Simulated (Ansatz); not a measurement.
# WF (R3m) in Ansatz: a series of runs, part 2 of 2

Ansatz 0.2.0. Earlier steps stand in the parts before.

## (4) Projected density of states, PBE+U

input.yaml

```yaml
crystal:
  lattice:
    - [1.36589, 0.7886, 5.0696]
    - [-1.36589, 0.7886, 5.0696]
    - [0.0, -1.57719, 5.0696]
  atoms:
    - { symbol: W, position: [0.81412, 0.81412, 0.81412] }
    - { symbol: F, position: [0.93712, 0.93712, 0.93712] }
hamiltonian:
  xc: pbe
  pseudopotentials: { kind: paw }
  hubbard: { sites: [{ species: W, l: d, u_eff: 6.0 }] }
kpoints:
  mp_grid: { grid: [11, 11, 11] }
scf:
  occupations: { method: fermi_dirac, width: 0.05 }
  n_extra_bands: 6
output:
  forces: true
  stress: true
  eigenvalues: true
  dos: { projected: true, de: 0.05, nscf_kmesh: { grid: [17, 17, 17] } }
```

Run with:

```bash
$ ansatz run input.yaml --threads 2 --pin off --max-ram 5632MiB --backend cpu --events-out ev --progress --plain --runs-dir out
```

Run time: 15 s. Hardware: 2 threads of Intel Xeon Platinum 8259CL at 2.50GHz (Skylake/Cascade Lake), shared host; peak memory 0.53 GiB.

It converged, with:

- Free energy: -11184.4050 eV
- Pressure: 3.3 GPa
- Largest force: 0.193 eV/Å
- Band gap on the k mesh: none (metal or under the smearing width)
- Density of states at the Fermi level: 1.77 states/eV per cell

Forces in eV/Å, atoms in the order of the input:
```
W    0.000  0.000 -0.193
F    0.000  0.000  0.193
```

Stress tensor (GPa, compression positive):
```
4.70 0.00 0.00
0.00 4.70 0.00
0.00 0.00 0.34
```

Levels at points of the mesh, in eV from the Fermi level:
| k point | band 7 | band 8 | band 9 | band 10 | band 11 | band 12 | band 13 | band 14 |
| --- | --- | --- | --- | --- | --- | --- | --- | --- |
| (0.00, 0.00, 0.00) | -6.33 | -4.13 | -4.13 | -1.00 | -1.00 | 0.03 | 3.86 | 3.86 |

States per cell in windows of 1 eV (zero at the Fermi level; states under -8 eV left out):
```tsv
from (eV)	total	W 5d	F 2p	W 6s	F 2s	W 5p
-8.0	0.19	0.00	0.13	0.05	0.01	0.00
-7.0	3.23	0.40	2.65	0.10	0.04	0.02
-6.0	1.50	0.44	0.90	0.14	0.00	0.01
-5.0	2.38	0.70	1.49	0.17	0.00	0.01
-4.0	0.57	0.45	0.03	0.07	0.00	0.01
-3.0	0.46	0.40	0.01	0.05	0.00	0.01
-2.0	1.68	1.33	0.11	0.18	0.00	0.01
-1.0	1.06	0.88	0.12	0.04	0.00	0.01
0.0	1.06	0.79	0.09	0.09	0.00	0.01
1.0	0.82	0.66	0.05	0.06	0.00	0.00
2.0	1.30	1.06	0.08	0.06	0.01	0.00
3.0	1.79	1.33	0.13	0.14	0.03	0.00
4.0	1.07	0.75	0.09	0.10	0.02	0.00
5.0	0.30	0.20	0.00	0.04	0.00	0.00
6.0	0.33	0.12	0.01	0.05	0.00	0.00
7.0	0.38	0.08	0.01	0.06	0.00	0.00
```

Eigenvalues of the final occupation matrices:
| site | spin | trace | eigenvalues |
| --- | --- | --- | --- |
| site 1 | 1 | 2.33 | 0.26 0.41 0.41 0.62 0.62 |

Caveat: the pressure holds a Pulay correction of +0.4 GPa for the finite cutoff; an odd number of electrons without spin polarisation forces a metal; a magnetic or distorted state may lie lower; U without spin polarisation on a metal has little footing; the density of states is complete only up to the lowest level of the last band computed. Spin-orbit coupling is left out, which matters for the levels of W.

## (5) Projected density of states, PBE+U

Edit input.yaml of step 4 so:

```diff
@@ -11,3 +11,3 @@
   pseudopotentials: { kind: paw }
-  hubbard: { sites: [{ species: W, l: d, u_eff: 6.0 }] }
+  hubbard: { sites: [{ species: W, l: d, u_eff: 8.0 }] }
 kpoints:
```

Run with:

```bash
$ ansatz run input.yaml --threads 2 --pin off --max-ram 5632MiB --backend cpu --events-out ev --progress --plain --runs-dir out
```

Run time: 15 s. Hardware: 2 threads of Intel Xeon Platinum 8259CL at 2.50GHz (Skylake/Cascade Lake), shared host; peak memory 0.53 GiB.

It converged, with:

- Free energy: -11182.2089 eV
- Pressure: 9.4 GPa
- Largest force: 0.250 eV/Å
- Band gap on the k mesh: none (metal or under the smearing width)
- Density of states at the Fermi level: 2.33 states/eV per cell

Forces in eV/Å, atoms in the order of the input:
```
W    0.000  0.000 -0.249
F    0.000  0.000  0.250
```

Stress tensor (GPa, compression positive):
```
13.81  0.00  0.00
 0.00 13.81  0.00
 0.00  0.00  0.55
```

Levels at points of the mesh, in eV from the Fermi level:
```tsv
k point	band 8	band 9	band 10	band 11	band 12	band 13	band 14	band 15
(0.00, 0.00, 0.00)	-4.39	-4.39	-1.92	-1.92	0.14	4.27	4.27	5.82
```

States per cell in windows of 1 eV (zero at the Fermi level; states under -8 eV left out):
| from (eV) | total | W 5d | F 2p | W 6s | F 2s | W 5p |
| --- | --- | --- | --- | --- | --- | --- |
| -8.0 | 0.55 | 0.04 | 0.42 | 0.07 | 0.01 | 0.00 |
| -7.0 | 3.05 | 0.37 | 2.52 | 0.08 | 0.04 | 0.01 |
| -6.0 | 1.79 | 0.71 | 0.91 | 0.14 | 0.00 | 0.01 |
| -5.0 | 2.34 | 0.73 | 1.43 | 0.15 | 0.00 | 0.01 |
| -4.0 | 0.38 | 0.32 | 0.02 | 0.03 | 0.00 | 0.01 |
| -3.0 | 0.75 | 0.57 | 0.01 | 0.14 | 0.00 | 0.01 |
| -2.0 | 1.07 | 0.83 | 0.04 | 0.15 | 0.00 | 0.01 |
| -1.0 | 1.11 | 0.94 | 0.11 | 0.03 | 0.00 | 0.00 |
| 0.0 | 1.19 | 0.89 | 0.10 | 0.08 | 0.01 | 0.01 |
| 1.0 | 0.69 | 0.54 | 0.04 | 0.07 | 0.00 | 0.00 |
| 2.0 | 0.97 | 0.81 | 0.05 | 0.07 | 0.00 | 0.00 |
| 3.0 | 1.97 | 1.51 | 0.13 | 0.12 | 0.03 | 0.00 |
| 4.0 | 1.34 | 0.93 | 0.10 | 0.12 | 0.02 | 0.00 |
| 5.0 | 0.28 | 0.16 | 0.01 | 0.04 | 0.00 | 0.00 |
| 6.0 | 0.32 | 0.11 | 0.01 | 0.05 | 0.00 | 0.00 |
| 7.0 | 0.39 | 0.09 | 0.01 | 0.07 | 0.00 | 0.00 |

Eigenvalues of the final occupation matrices:
```tsv
site	spin	trace	eigenvalues
site 1	1	2.31	0.21 0.35 0.35 0.70 0.70
```

Caveat: the pressure holds a Pulay correction of +0.4 GPa for the finite cutoff; an odd number of electrons without spin polarisation forces a metal; a magnetic or distorted state may lie lower; U without spin polarisation on a metal has little footing; the density of states is complete only up to the lowest level of the last band computed.

## (6) The runs side by side

| U | gap on the mesh (eV) | pressure (GPa) | largest force (eV/Å) |
| --- | --- | --- | --- |
| W d U = 4 eV | none | 1.9 | 0.07 |
| W d U = 5 eV | none | 2.4 | 0.14 |
| W d U = 6 eV | none | 3.3 | 0.19 |
| W d U = 8 eV | none | 9.4 | 0.25 |

Alike in all rows: task projected density of states; level PBE+U; potentials or basis Ansatz PAW; no spin polarisation; cell as given; k mesh 11 × 11 × 11; cutoff (eV) 420; smearing fermi-dirac 0.05 eV.

Every run on the cell as given and a fine mesh finds a metal.

Caveats: an odd number of electrons without spin polarisation forces a metal; a magnetic or distorted state may lie lower; U without spin polarisation on a metal has little footing; the density of states is complete only up to the lowest level of the last band computed.

Absolute energies hang on the potentials; compare differences alone.
